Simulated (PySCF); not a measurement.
**CH4FIn (SMILES F[CH2][InH2]): HF/LANL2DZ (core potential)**

What is the vertical singlet–triplet gap of CH4FIn at HF/LANL2DZ (core potential)? Input form: a Python script.

The results are computed with PySCF 2.14.0.

3 further runs of the same task are left out: 1 that didn't finish, 2 set aside as unsound or not needed.

### 1 The molecule

CH4FIn: 7 atoms, total charge 0, spin state singlet. SMILES: `F[CH2][InH2]`. Geometry: a GFN2-xTB relaxation, a rough one for these elements and not checked as a minimum.

Bond lengths: F1–C2 1.398 Å, C2–In3 2.248 Å, C2–H4 1.096 Å, C2–H5 1.094 Å, In3–H6 1.730 Å, In3–H7 1.743 Å. Angles: F1–C2–In3 101.0°, F1–C2–H4 106.7°, F1–C2–H5 106.3°, In3–C2–H4 114.0°, In3–C2–H5 117.5°, C2–In3–H6 120.2°, C2–In3–H7 123.3°, H4–C2–H5 110.1°, H6–In3–H7 116.2°.

### 2 A stability test at HF/LANL2DZ (core potential)

File job.py:

```python
# F[CH2][InH2]
from pyscf import gto, scf

molecule = gto.M(
    atom='''
F   -1.528890   0.309540  -0.962870
C   -0.665680  -0.672330  -0.468080
In   0.843120   0.589580   0.621250
H   -0.259640  -1.202520  -1.337010
H   -1.282970  -1.349630   0.129880
H    0.328350   1.957020   1.547920
H    2.565710   0.368340   0.468920
''',
    basis='lanl2dz',
    max_memory=1860,
    verbose=4,
    ecp={'In': 'lanl2dz'},
)

myscf = scf.RHF(molecule)
myscf.kernel()

energy = myscf.e_tot
print('Final energy', energy)
mo_i, mo_e, stable_i, stable_e = myscf.stability(internal=True, external=True, return_status=True)
print('stable: internal', stable_i, 'external', stable_e)
```

Launch:

```console
$ OMP_NUM_THREADS=1 python job.py
```

Standard output:

```text
PySCF version 2.14.0

[INPUT] num. atoms = 7
[INPUT] num. electrons = 22
[INPUT] charge = 0
[INPUT] spin (= nelec alpha-beta = 2S) = 0
[INPUT] symmetry False subgroup None
[INPUT] Mole.unit = angstrom
[INPUT] Symbol           X                Y                Z      unit          X                Y                Z       unit  Magmom
[INPUT]  1 F     -1.528890000000   0.309540000000  -0.962870000000 AA   -2.889183374586   0.584945824598  -1.819560593560 Bohr   0.0
[INPUT]  2 C     -0.665680000000  -0.672330000000  -0.468080000000 AA   -1.257952886600  -1.270519565329  -0.884543004386 Bohr   0.0
[INPUT]  3 In     0.843120000000   0.589580000000   0.621250000000 AA    1.593265890143   1.114144728521   1.173992354886 Bohr   0.0
[INPUT]  4 H     -0.259640000000  -1.202520000000  -1.337010000000 AA   -0.490648490982  -2.272433459312  -2.526582725805 Bohr   0.0
[INPUT]  5 H     -1.282970000000  -1.349630000000   0.129880000000 AA   -2.424461926033  -2.550431069497   0.245437629059 Bohr   0.0
[INPUT]  6 H      0.328350000000   1.957020000000   1.547920000000 AA    0.620491573001   3.698231820296   2.925144862737 Bohr   0.0
[INPUT]  7 H      2.565710000000   0.368340000000   0.468920000000 AA    4.848489215058   0.696061720722   0.886130374331 Bohr   0.0

nuclear repulsion = 48.4015381267298
number of shells = 22
number of NR pGTOs = 78
number of NR cGTOs = 34
basis = lanl2dz
ecp = {'In': 'lanl2dz'}

******** <class 'pyscf.scf.hf.RHF'> ********
method = RHF
initial guess = minao
damping factor = 0
level_shift factor = 0
DIIS = <class 'pyscf.scf.diis.CDIIS'>
diis_start_cycle = 1
diis_space = 8
diis_damp = 0
SCF conv_tol = 1e-09
SCF conv_tol_grad = None
SCF max_cycles = 50
direct_scf = True
direct_scf_tol = 1e-13
Set gradient conv threshold to 3.16228e-05
Initial guess from minao.
init E= -132.302588072444
  HOMO = -0.192777554348666  LUMO = 0.0603636395377531  gap/eV = 6.88832
cycle= 1 E= -141.279468156864  delta_E= -8.98  |g|= 0.528  |ddm|= 2.72
  HOMO = -0.39900650920222  LUMO = -0.0017381387365365  gap/eV = 10.81022
cycle= 2 E= -141.333648376998  delta_E= -0.0542  |g|= 0.286  |ddm|= 0.645
  HOMO = -0.393105559540601  LUMO = 0.0116046461631427  gap/eV = 11.01273
cycle= 3 E= -141.348412826207  delta_E= -0.0148  |g|= 0.0457  |ddm|= 0.213
  HOMO = -0.386052929447116  LUMO = 0.0196506424310634  gap/eV = 11.03976
cycle= 4 E= -141.34925572698  delta_E= -0.000843  |g|= 0.0104  |ddm|= 0.0641
  HOMO = -0.387456970007612  LUMO = 0.0205554064876008  gap/eV = 11.10258
cycle= 5 E= -141.349331843218  delta_E= -7.61e-05  |g|= 0.00298  |ddm|= 0.0277
  HOMO = -0.386638311165798  LUMO = 0.0206375274723012  gap/eV = 11.08254
cycle= 6 E= -141.349337779471  delta_E= -5.94e-06  |g|= 0.00103  |ddm|= 0.00723
  HOMO = -0.38679697020866  LUMO = 0.020622192167524  gap/eV = 11.08644
cycle= 7 E= -141.349338474256  delta_E= -6.95e-07  |g|= 0.000132  |ddm|= 0.00294
  HOMO = -0.386766880984588  LUMO = 0.0206440580698803  gap/eV = 11.08622
cycle= 8 E= -141.349338487748  delta_E= -1.35e-08  |g|= 1.74e-05  |ddm|= 0.000346
  HOMO = -0.386765983328496  LUMO = 0.0206435456375829  gap/eV = 11.08618
cycle= 9 E= -141.349338487989  delta_E= -2.41e-10  |g|= 3.27e-06  |ddm|= 5.82e-05
  HOMO = -0.386765883429609  LUMO = 0.0206435511751799  gap/eV = 11.08618
Extra cycle  E= -141.349338487997  delta_E= -7.7e-12  |g|= 1.47e-06  |ddm|= 6.77e-06
converged SCF energy = -141.349338487997
Final energy -141.3493384879968
rhf_internal: lowest eigs of H = [0.84160341 0.90836543 1.21641039]
<class 'pyscf.scf.hf.RHF'> wavefunction is stable in the internal stability analysis
rhf_real2complex: lowest eigs of H = [0.19883366 0.2103352  0.26871582]
<class 'pyscf.scf.hf.RHF'> wavefunction is stable in the real -> complex stability analysis
rhf_external: lowest eigs of H = [0.12153578 0.1519771  0.17771121]
<class 'pyscf.scf.hf.RHF'> wavefunction is stable in the RHF/RKS -> UHF/UKS stability analysis
stable: internal True external True
```

Wall time 1.2 s (1 thread of Arm Neoverse V1, shared host); peak memory 0.12 GiB.

### 3 The triplet

File input.py:

```python
from pyscf import gto, scf

mol = gto.M(
    atom='''
F   -1.528890   0.309540  -0.962870
C   -0.665680  -0.672330  -0.468080
In   0.843120   0.589580   0.621250
H   -0.259640  -1.202520  -1.337010
H   -1.282970  -1.349630   0.129880
H    0.328350   1.957020   1.547920
H    2.565710   0.368340   0.468920
''',
    max_memory=1860,
    ecp={'In': 'lanl2dz'},
    basis='lanl2dz',
    spin=2,
    charge=0,
    verbose=4,
)

hf = scf.UHF(mol)
hf.kernel()
if not hf.converged:
    hf = hf.newton().run(hf.mo_coeff, hf.mo_occ)

etot = hf.e_tot
print('E = %.10f Eh' % etot)
mo_i, mo_e, stable_i, stable_e = hf.stability(internal=True, external=True, return_status=True)
print('stable: internal', stable_i, 'external', stable_e)
```

Launch:

```console
$ OMP_NUM_THREADS=1 python input.py
```

Standard output:

```text
PySCF version 2.14.0

[INPUT] num. atoms = 7
[INPUT] num. electrons = 22
[INPUT] charge = 0
[INPUT] spin (= nelec alpha-beta = 2S) = 2
[INPUT] symmetry False subgroup None
[INPUT] Mole.unit = angstrom
[INPUT] Symbol           X                Y                Z      unit          X                Y                Z       unit  Magmom
[INPUT]  1 F     -1.528890000000   0.309540000000  -0.962870000000 AA   -2.889183374586   0.584945824598  -1.819560593560 Bohr   0.0
[INPUT]  2 C     -0.665680000000  -0.672330000000  -0.468080000000 AA   -1.257952886600  -1.270519565329  -0.884543004386 Bohr   0.0
[INPUT]  3 In     0.843120000000   0.589580000000   0.621250000000 AA    1.593265890143   1.114144728521   1.173992354886 Bohr   0.0
[INPUT]  4 H     -0.259640000000  -1.202520000000  -1.337010000000 AA   -0.490648490982  -2.272433459312  -2.526582725805 Bohr   0.0
[INPUT]  5 H     -1.282970000000  -1.349630000000   0.129880000000 AA   -2.424461926033  -2.550431069497   0.245437629059 Bohr   0.0
[INPUT]  6 H      0.328350000000   1.957020000000   1.547920000000 AA    0.620491573001   3.698231820296   2.925144862737 Bohr   0.0
[INPUT]  7 H      2.565710000000   0.368340000000   0.468920000000 AA    4.848489215058   0.696061720722   0.886130374331 Bohr   0.0

nuclear repulsion = 48.4015381267298
number of shells = 22
number of NR pGTOs = 78
number of NR cGTOs = 34
basis = lanl2dz
ecp = {'In': 'lanl2dz'}

******** <class 'pyscf.scf.uhf.UHF'> ********
method = UHF
initial guess = minao
damping factor = 0
level_shift factor = 0
DIIS = <class 'pyscf.scf.diis.CDIIS'>
diis_start_cycle = 1
diis_space = 8
diis_damp = 0
SCF conv_tol = 1e-09
SCF conv_tol_grad = None
SCF max_cycles = 50
direct_scf = True
direct_scf_tol = 1e-13
number electrons alpha = 12  beta = 10
Set gradient conv threshold to 3.16228e-05
[... 4 lines left out ...]
WARN: HOMO 0.0603636395377531 >= LUMO -0.192777554348666
[... 5 lines left out ...]
WARN: HOMO -0.204587897665615 >= LUMO -0.218530802154449
[... 78 lines left out ...]
converged SCF energy = -141.19325978278  <S^2> = 2.0162908  2S+1 = 3.0108409
[... 7 lines left out ...]
stable: internal True external False
```

Wall time 1.4 s (1 thread of Arm Neoverse V1, shared host); peak memory 0.12 GiB.

### 4 Results

At HF/LANL2DZ (core potential):

| quantity | value |
| --- | --- |
| singlet: total energy | -141.34934 Eh |
| singlet: dipole moment | 2.48 D |
| singlet: HOMO energy | -10.52 eV |
| singlet: LUMO energy | 0.56 eV |
| singlet: HOMO–LUMO gap | 11.09 eV |
| triplet: total energy | -141.19326 Eh |
| triplet: dipole moment | 4.99 D |
| triplet: HOMO energy (highest over α and β) | -5.36 eV |
| triplet: LUMO energy (lowest over α and β) | -2.51 eV |
| triplet: ⟨S²⟩ | 2.016 |
| vertical energy of the triplet above the singlet | 4.247 eV |

What this shows: At this shape the triplet lies 4.25 eV (410 kJ/mol) above the singlet.
